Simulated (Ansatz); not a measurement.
# CoGe (zincblende type): how the settings move a single-point run

Question: which choices in the input matter for CoGe (zincblende type)?

Program: Ansatz 0.2.0. Level of theory: reference: DFT, LDA, PAW with Ansatz's default frozen-core files, scalar-relativistic. These are calculated values, not measurements.

### 1 The starting structure

It takes space group F-43m (No. 216, cubic). The conventional cell has a = 4.446 Å, b = 4.446 Å, c = 4.446 Å, α = 90.00°, β = 90.00°, γ = 90.00°. Around Co (site symmetry -43m) lie 4 Ge at 1.93 Å. Ge (site symmetry -43m) is surrounded by 4 Co at 1.93 Å.

As a file:

```cif
data_structure
_symmetry_space_group_name_H-M 'F-43m'
_symmetry_Int_Tables_number 216
_cell_length_a 4.4462
_cell_length_b 4.4462
_cell_length_c 4.4462
_cell_angle_alpha 90.000
_cell_angle_beta 90.000
_cell_angle_gamma 90.000
_cell_volume 87.89
loop_
_atom_site_label
_atom_site_type_symbol
_atom_site_symmetry_multiplicity
_atom_site_Wyckoff_symbol
_atom_site_fract_x
_atom_site_fract_y
_atom_site_fract_z
_atom_site_occupancy
Co1 Co 4 a 0.00000 0.00000 0.00000 1
Ge1 Ge 4 d 0.25000 0.25000 0.75000 1
```

### 2 Baseline

File input.yaml:

```yaml
crystal:
  lattice:
    - [0.0, 2.2230807522, 2.2230807522]
    - [2.2230807522, 0.0, 2.2230807522]
    - [2.2230807522, 2.2230807522, 0.0]
  atoms:
    - { symbol: Co, position: [0.0, 0.0, 0.0], spin: 1.7 }
    - { symbol: Ge, position: [0.25, 0.25, 0.25] }
magnetization:
  spin_polarized: true
kpoints:
  mp_grid: { grid: [13, 13, 13] }
scf:
  occupations: { method: fermi_dirac, width: 0.05 }
hamiltonian:
  xc: lda
  pseudopotentials: { kind: paw }
output:
  forces: true
  stress: true
  eigenvalues: true
  populations: true
  write_density: true
  write_potential: true
  elf: true
  volumetric_format: npy
```

The run is started by

```sh
> ansatz run input.yaml --threads 1 --pin off --max-ram 3072MiB --backend cpu --events-out ev --progress --plain --runs-dir out
```

### 3 Changing settings: mp_grid.grid [16, 16, 16], dispersion d4

input.yaml: that of step 2 with these lines changed.

```diff
@@ -11,3 +11,3 @@
 kpoints:
-  mp_grid: { grid: [13, 13, 13] }
+  mp_grid: { grid: [16, 16, 16] }
 scf:
@@ -17,2 +17,3 @@
   pseudopotentials: { kind: paw }
+  dispersion: d4
 output:
@@ -22,5 +23 @@
   populations: true
-  write_density: true
-  write_potential: true
-  elf: true
-  volumetric_format: npy
```

Before running it: what results should come out? Wanted: for each run, ending; energy change; pressure; gap; force.

The runs gave:

| run | ending | energy change | pressure (GPa) | gap (eV) | force (eV/Å) | cycles | time |
| --- | --- | --- | --- | --- | --- | --- | --- |
| reference | converged | 0 | 129.2 | 0.00 | 0.00 | 13 | 4.1 s |
| 1: mp_grid.grid [16, 16, 16], dispersion d4 | converged | -535.3 meV/atom (with the dispersion term) | 122.4 | 0.00 | 0.00 | 12 | 6.5 s |

Times don't compare one to one where runs were asked for different outputs or read a saved state (see the inputs); cycles may leave out searches for a lower state.

Residual by cycle in the longest SCF loop of each run; runs are numbered as in the table. The quantity is the density residual dr2, in eV.

| cycle | reference | run 1 |
| --- | --- | --- |
| 1 | 1.02 | 1.03 |
| 2 | 0.612 | 0.613 |
| 3 | 0.5 | 0.495 |
| 4 | 0.894 | 0.912 |
| 5 | 0.0533 | 0.047 |
| 6 | 0.00317 | 0.00194 |
| 8 | 6.4e-5 | 6.7e-5 |
| 9 | 9.1e-6 | 1.8e-5 |
| 10 | 1.8e-6 | 1.0e-6 |
| 11 | 9.1e-8 | 1.1e-8 |
| 12 | 9.5e-10 | 1.3e-9 |
| 13 | 3.1e-10 | - |

**Reading.** The energy moves by -535.3 meV/atom, nearly all of it the dispersion term itself (-535.7 meV/atom); that offset belongs to the model and is no gain or loss of stability; the pressure goes from 129.2 to 122.4 GPa. The damping parameters are borrowed, as the log notes. The cell is not at rest: the sound run finds 129 GPa, so these are no properties of the crystal at its own volume. 
